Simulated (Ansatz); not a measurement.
# LaSb: the crystal squeezed far

An exercise on one series of results from a longer session: the logs are not shown, and one member is left open.

Method: DFT, LDA, PAW with Ansatz's default frozen-core files, scalar-relativistic, in Ansatz 0.2.0.

1 further run of the same task is left out (it didn't finish).

### Starting point

The structure is cubic, space group Fm-3m (No. 225). Conventional cell: a = 6.490 Å, b = 6.490 Å, c = 6.490 Å, α = 90.00°, β = 90.00°, γ = 90.00°. Around La (site symmetry m-3m) lie 6 Sb at 3.25 Å. Sb (site symmetry m-3m) has 6 La at 3.25 Å as nearest neighbours.

Coordinates:

```xyz
2
Lattice="0.0000 3.2450 3.2450 3.2450 0.0000 3.2450 3.2450 3.2450 0.0000" Properties=species:S:1:pos:R:3 pbc="T T T"
La    0.0000    0.0000    0.0000
Sb    3.2450    3.2450    3.2450
```

Whether this phase is the stable one at these pressures isn't tested.

Atoms are numbered in the order of the input: La1, Sb2.

Set-up of the first run:

File input.yaml:

```yaml
crystal:
  lattice:
    - [0.0, 3.245, 3.245]
    - [3.245, 0.0, 3.245]
    - [3.245, 3.245, 0.0]
  atoms:
    - { symbol: La, position: [0.0, 0.0, 0.0] }
    - { symbol: Sb, position: [0.5, 0.5, 0.5] }
kpoints:
  mp_grid: { grid: [10, 10, 10] }
scf:
  occupations: { method: fermi_dirac, width: 0.05 }
hamiltonian:
  xc: lda
  pseudopotentials: { kind: paw }
output:
  forces: true
  stress: true
relax:
  f_tol: 0.01
  max_steps: 30
```

Run with:

```
$ ansatz run input.yaml --threads 1 --pin off --max-ram 2048MiB --backend cpu --events-out ev --progress --plain --runs-dir out
```

Among the steps run: Atoms relaxed at the given volume, PAW; Volume scaled by 1, PAW; Atoms relaxed at 0.9 of the volume, PAW; Volume scaled by 0.9, PAW; Atoms relaxed at 0.8 of the volume, PAW; Volume scaled by 0.8, PAW; Atoms relaxed at 0.45 of the volume, PAW; Volume scaled by 0.45, PAW.

One of the session's tables, all rows but one given; the rest of the session is left out.

```
method  volume over the first  volume (Å³/atom)  pressure (GPa)
   PAW                      1                 ?               ?
   PAW                    0.9            30.753            4.43
   PAW                    0.8            27.336           15.98
   PAW                   0.45            15.376          200.00
```

Estimate the missing values for PAW, 1.

The run gave: volume (Å³/atom): 34.170; pressure (GPa): -2.31. In the column «volume (Å³/atom)» it is the highest.

Caveats from the session: Warnings in the runs' records: stress scf threshold loose, gradients without spin orbit.
